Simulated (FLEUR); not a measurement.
HfB: equation of state with PBE

HfB:

```
Hf B
1.0
     0.00000    2.31000    2.31000
     2.31000    0.00000    2.31000
     2.31000    2.31000    0.00000
Hf B
1 1
Cartesian
  2.3100 2.3100 2.3100
  0.0000 0.0000 0.0000
```

```json
{
 "Program": "FLEUR MaX-R8.1 (later development tree)",
 "Task": "equation of state",
 "Functional": "PBE",
 "Potentials or basis": "all-electron",
 "Basis": "FLAPW",
 "Kmax": "4.8 1/bohr",
 "k mesh": "10 × 10 × 10",
 "Occupations": "fermi-dirac, width 0.05 eV",
 "Spin": "no spin polarisation"
}
```

| Item | Value |
| --- | --- |
| Equilibrium volume | 14.13 Å³/atom (rough: see the caveat) |
| Bulk modulus | 167 GPa (rough) |

Energy against volume, from the lowest point:
```tsv
volume (Å³/atom)	energy (meV/atom)
11.587	280.44
11.833	211.22
12.326	102.12
12.819	26.76
13.066	0.00
```

Caveat: the minimum lies outside the volumes run. Spin-orbit coupling is left out, which matters for the levels of Hf.
